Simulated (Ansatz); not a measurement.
# Ta2Co7Ni7: the cost of one run

All numbers below are computed with Ansatz 0.2.0 (DFT PBE, scalar-relativistic, plane waves, PAW).

**1. The system as given**

The cell holds 16 atoms (Co7Ni7Ta2): a = 5.636 Å, b = 5.765 Å, c = 5.973 Å, α = 92.28°, β = 87.51°, γ = 85.05°.

It is the last frame of an earlier stage of the same melt, run at 2030 K.

Coordinates:

```cif
data_structure
_symmetry_space_group_name_H-M 'P 1'
_symmetry_Int_Tables_number 1
_cell_length_a 5.6359
_cell_length_b 5.7648
_cell_length_c 5.9732
_cell_angle_alpha 92.279
_cell_angle_beta 87.506
_cell_angle_gamma 85.048
_cell_volume 192.98
loop_
_atom_site_label
_atom_site_type_symbol
_atom_site_fract_x
_atom_site_fract_y
_atom_site_fract_z
_atom_site_occupancy
Co1 Co 0.56412 0.25854 0.63438 1
Co2 Co 0.37422 0.46617 0.98042 1
Co3 Co 0.09143 0.67109 0.17266 1
Co4 Co 0.61203 0.67639 0.69790 1
Co5 Co 0.87777 0.92583 0.90446 1
Co6 Co 0.08868 0.68152 0.73435 1
Co7 Co 0.38630 0.52002 0.39621 1
Ni1 Ni 0.40126 0.01281 0.85555 1
Ni2 Ni 0.54813 0.80908 0.16949 1
Ni3 Ni 0.37456 0.91239 0.48451 1
Ni4 Ni 0.77427 0.48401 0.02273 1
Ni5 Ni 0.85111 0.45972 0.41686 1
Ni6 Ni 0.58125 0.20102 0.25011 1
Ni7 Ni 0.89748 0.97403 0.49722 1
Ta1 Ta 0.09736 0.24581 0.64559 1
Ta2 Ta 0.09259 0.13157 0.17200 1
```

**2. Stage at 1130 K**

One k point, a Fermi-Dirac width of 0.097 eV and a fixed cell.

input.yaml

```yaml
crystal:
  lattice:
    - [5.628937, 0.247652, 0.128821]
    - [0.247652, 5.758279, -0.119491]
    - [0.128821, -0.119491, 5.970624]
  atoms:
    - { symbol: Co, position: [0.5641219643, 0.2585351136, 0.634384039] }
    - { symbol: Co, position: [0.3742234313, 0.466170842, 0.9804175139] }
    - { symbol: Co, position: [0.0914265827, 0.6710868149, 0.1726574856] }
    - { symbol: Co, position: [0.6120282971, 0.6763867955, 0.6978964685] }
    - { symbol: Co, position: [0.8777728707, 0.9258321204, 0.9044617403] }
    - { symbol: Co, position: [0.088684969, 0.681517411, 0.7343469323] }
    - { symbol: Co, position: [0.3863003338, 0.5200191141, 0.3962104933] }
    - { symbol: Ni, position: [0.4012632448, 0.0128057821, 0.8555497852] }
    - { symbol: Ni, position: [0.5481308361, 0.8090837831, 0.1694886287] }
    - { symbol: Ni, position: [0.3745636853, 0.9123883307, 0.4845062557] }
    - { symbol: Ni, position: [0.774270835, 0.484009739, 0.0227306588] }
    - { symbol: Ni, position: [0.8511130971, 0.4597197528, 0.416859795] }
    - { symbol: Ni, position: [0.5812516286, 0.2010205436, 0.2501050823] }
    - { symbol: Ni, position: [0.8974814891, 0.9740294002, 0.4972192307] }
    - { symbol: Ta, position: [0.0973630452, 0.2458087215, 0.6455920603] }
    - { symbol: Ta, position: [0.0925884621, 0.1315658105, 0.172002579] }
  symmetry: { detect: false }
basis:
  ecutwfc: 420
  xc_grid: 1
kpoints:
  mp_grid: { grid: [1, 1, 1], shift: [0.25, 0.25, 0.25] }
hamiltonian:
  xc: pbe
scf:
  occupations: { method: fermi_dirac, width: 0.0974 }
  lower_state_search: "off"
  convergence: { dr2_threshold: 1.0e-05 }
output:
  forces: true
  stress: true
md:
  timestep: 3.0
  n_steps: 171
  ensemble: nvt_langevin
  friction: 0.03
  temperature: 1130.0
  initial_velocities: maxwell_boltzmann
  seed: 34351
```

Started as:

```sh
ansatz run input.yaml --threads 2 --pin off --max-ram 5120MiB --backend cpu --events-out ev --progress --plain --runs-dir out
```

Q: Estimate wall time and peak memory on 2 threads of Intel Xeon Platinum 8375C at 2.90GHz (Ice Lake), shared host.

About 4.2 min, with a peak of 0.54 GiB.
